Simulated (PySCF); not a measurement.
**YO: from the state search to spectroscopic constants**

What are the lowest state that PBE0 finds, the bond length, vibrational wavenumber and bond energy of YO, and how much do these hang on the method?

Method: Y def2-TZVPP with ECP28, O def2-TZVPP, scalar-relativistic core potentials; program: PySCF 2.14.0.

## Step 1: The job

The job is set up so:

* atoms: Y, O
* charge: 0
* basis: Y def2-TZVPP with ECP28, O def2-TZVPP
* Hamiltonian: scalar-relativistic core potentials
* basis functions: 87
* electrons treated: 19
* masses in u: 88.9058, 15.9949
* levels: PBE0, PBE, r²SCAN, BHandHLYP, PW91, BLYP, B3LYP, HSE06, HF, MP2, SCS-MP2, CCSD, CCSD(T)
* grid: 80 radial by 434 angular points
* occupations: held fixed by the projection of orbital angular momentum
* dissociation limit: Y + O, each in its ground configuration
* starting distance in angstrom: 2.065
* values of 2S to try: 1, 3, 5

On the command line:

```
> OMP_NUM_THREADS=1 python dia.py task.json out
```

The runs that follow: The PBE0 curve of the state that the search chose; Excited determinants; PBE (GGA); r²SCAN (meta-GGA); BHandHLYP; PW91; BLYP; B3LYP (global hybrid GGA); HSE06 (range-separated hybrid); UHF (mean field); MP2 and coupled cluster.

**Question.** What will these runs give? Wanted: for each run, Re; ωe; De; μ.

The runs gave:

Lowest PBE0 solution found, without spin–orbit coupling: ²Σ⁺ (doublet), unpaired electrons σ ↑. State 2 has its PBE0 minimum 1.65 eV higher. State 3 has its PBE0 minimum 2.63 eV higher. The other levels ran on the lowest alone.

| level | Re (Å) | ωe (cm⁻¹) | De (eV) | μ (D) |
| --- | --- | --- | --- | --- |
| UHF | 1.779 | 919 | 3.99 | -4.94 |
| UHF-MP2 | 1.808 | 859 | 7.80 | n/a |
| UHF-SCS-MP2 | 1.808 | 861 | 7.40 | n/a |
| UHF-CCSD | 1.795 | 884 | 6.60 | n/a |
| UHF-CCSD(T) | 1.808 | 851 | 6.97 | n/a |
| PBE | 1.801 | 858 | 7.85 | -4.39 |
| PW91 | 1.801 | 859 | 7.88 | -4.44 |
| BLYP | 1.818 | 837 | 7.55 | -4.70 |
| r²SCAN | 1.794 | 881 | 7.45 | -4.47 |
| B3LYP | 1.798 | 874 | 7.14 | -4.84 |
| PBE0 | 1.782 | 898 | 7.18 | -4.52 |
| HSE06 | 1.784 | 892 | 7.14 | -4.63 |
| BHandHLYP | 1.781 | 909 | 6.31 | -5.01 |

De is counted to Y + O in their ground configurations. A positive dipole means Y(−)O(+).

What this shows: The methods spread over 0.039 Å in bond length, from UHF to BLYP. Of the levels with a De here, UHF gives the least (3.99 eV) and PW91 the most (7.88 eV).

Correlated steps freeze 1 core orbital. With d or f electrons several states lie close, and the lowest PBE0 determinant need not be the measured ground state. T1 is 0.029 near the minimum (highest on the curve 0.051), which may point to more than one leading configuration. Spin–orbit coupling is left out.
